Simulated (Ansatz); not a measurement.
# MoS2: the cost of one run

Method: DFT PBE+D3(BJ), scalar-relativistic, plane waves, PAW, in Ansatz 0.2.0.

### Step 1. The starting structure

It takes space group P6_3/mmc (No. 194, hexagonal). Conventional cell: a = 3.169 Å, b = 3.169 Å, c = 12.324 Å, α = 90.00°, β = 90.00°, γ = 120.00°. Mo (site symmetry -6m2) has 6 S at 2.41 Å in its first shell of neighbours. Around S (site symmetry 3m) lie 3 Mo at 2.41 Å.

Coordinates:

```cif
data_structure
_symmetry_space_group_name_H-M 'P 1'
_symmetry_Int_Tables_number 1
_cell_length_a 3.1690
_cell_length_b 3.1690
_cell_length_c 12.3240
_cell_angle_alpha 90.000
_cell_angle_beta 90.000
_cell_angle_gamma 120.000
_cell_volume 107.18
loop_
_atom_site_label
_atom_site_type_symbol
_atom_site_fract_x
_atom_site_fract_y
_atom_site_fract_z
_atom_site_occupancy
Mo1 Mo 0.33333 0.66667 0.25000 1
Mo2 Mo 0.66667 0.33333 0.75000 1
S1 S 0.33333 0.66667 0.62300 1
S2 S 0.66667 0.33333 0.12300 1
S3 S 0.33333 0.66667 0.87700 1
S4 S 0.66667 0.33333 0.37700 1
```

The structure rests on an entry of the Crystallography Open Database; cell or positions may have been set otherwise for this series.

### Step 2. Relaxing cell and atoms: MoS2, no spin

input.yaml

```yaml
crystal:
  lattice:
    - [3.169, 0.0, 0.0]
    - [-1.5845, 2.7444345046, 0.0]
    - [0.0, 0.0, 12.324]
  atoms:
    - { symbol: Mo, position: [0.3333333333, 0.6666666667, 0.25] }
    - { symbol: Mo, position: [0.6666666667, 0.3333333333, 0.75] }
    - { symbol: S, position: [0.3333333333, 0.6666666667, 0.623] }
    - { symbol: S, position: [0.6666666667, 0.3333333333, 0.123] }
    - { symbol: S, position: [0.3333333333, 0.6666666667, 0.877] }
    - { symbol: S, position: [0.6666666667, 0.3333333333, 0.377] }
scf:
  occupations: { method: fixed }
output:
  forces: true
  stress: true
  eigenvalues: true
  write_density: true
  write_potential: true
  elf: true
  volumetric_format: npy
hamiltonian:
  xc: pbe
  dispersion: d3bj
relax:
  f_tol: 0.001
  max_steps: 60
  cell: { stress_tol: 0.03 }
kpoints:
  mp_grid: { grid: [12, 12, 3] }
```

Launch:

```bash
$ ansatz run input.yaml --threads 8 --pin off --max-ram 10240MiB --backend cpu --events-out ev --progress --plain --runs-dir out
```

Q: Estimate wall time and peak memory on 8 threads of Arm Neoverse N1, shared host.

About 15 s, with a peak of 0.58 GiB.
